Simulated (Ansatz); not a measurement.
## ClFH₄OSi₂, SMILES O[SiH2][SiH](F)Cl: a rigid torsion scan

Computed with the Ansatz DFT code, driven from Python.

The script, `torsion_clfh4osi2.py`:
```python
# -*- coding: utf-8 -*-
"""Energy of ClFH4OSi2 as one group turns about a bond."""

from dataclasses import dataclass

import ansatz as az
from ase import Atoms


@dataclass(frozen=True)
class Settings:
    basis: str = "6-31G*"
    xc: str = "r2scan0"
    fmax: float = 0.02


cfg = Settings()

atoms = Atoms(["O", "Si", "Si", "F", "Cl", "H", "H", "H", "H"], positions=[
    (0.7857, 0.8774, 1.6869),
    (0.9173, -0.0785, 0.3532),
    (-1.1294, -0.553, -0.7275),
    (-0.7766, -1.4106, -2.0458),
    (-2.0357, 1.1872, -1.2564),
    (0.8545, 1.8888, 1.5119),
    (1.8742, 0.6269, -0.5685),
    (1.6223, -1.307, 0.8052),
    (-2.0238, -1.2775, 0.2239),
])

# relax first, so that the scan starts from a minimum
first = az.Crystal.molecule_from_ase(atoms).calculation()
first = first.basis(gaussian=cfg.basis)
first = first.functional(cfg.xc)
first = first.relax(force_tolerance=cfg.fmax, max_steps=80)
atoms.positions = first.run(threads=1, backend="cpu").report["positions_ang"]

start = atoms.get_dihedral(2, 1, 0, 5)
energies = {}
for turn in range(0, 360, 30):
    turned = atoms.copy()
    turned.set_dihedral(2, 1, 0, 5, start + turn, indices=[0, 5])
    job = (
        az.Crystal.molecule_from_ase(turned).calculation()
        .basis(gaussian=cfg.basis)
        .functional(cfg.xc)
    )
    energies[round((start + turn) % 360)] = job.run(threads=1, backend="cpu").report["free_energy_ev"]
floor = min(energies.values())
print("dihedral Si2-Si1-O0-H5 (deg)   E - E(min) (kJ/mol)")
for angle, e in sorted(energies.items()):
    print(f"{angle:8d} {96.485332 * (e - floor):14.3f}  " + "#" * int(30 * (e - floor) / max(max(energies.values()) - floor, 1e-9)))
```

```console
$ python torsion_clfh4osi2.py
dihedral Si2-Si1-O0-H5 (deg)   E - E(min) (kJ/mol)
       3          8.606  #####################
      33         11.837  ##############################
      63         11.669  #############################
      93         10.725  ###########################
     123          9.708  ########################
     153          8.597  #####################
     183          8.210  ####################
     213          8.077  ####################
     243          6.092  ###############
     273          2.222  #####
     303          0.000
     333          2.711  ######
```

The scan is rigid and the energies are electronic, in a modest basis. With rigid groups the curve can differ much from the relaxed path, the start wasn't checked as a minimum of this torsion, and equivalent turns needn't return to the same energy. Hardware and time: 3 min on 1 thread of Intel(R) Xeon(R) Processor @ 2.30GHz (shared host), peak memory 0.35 GiB.
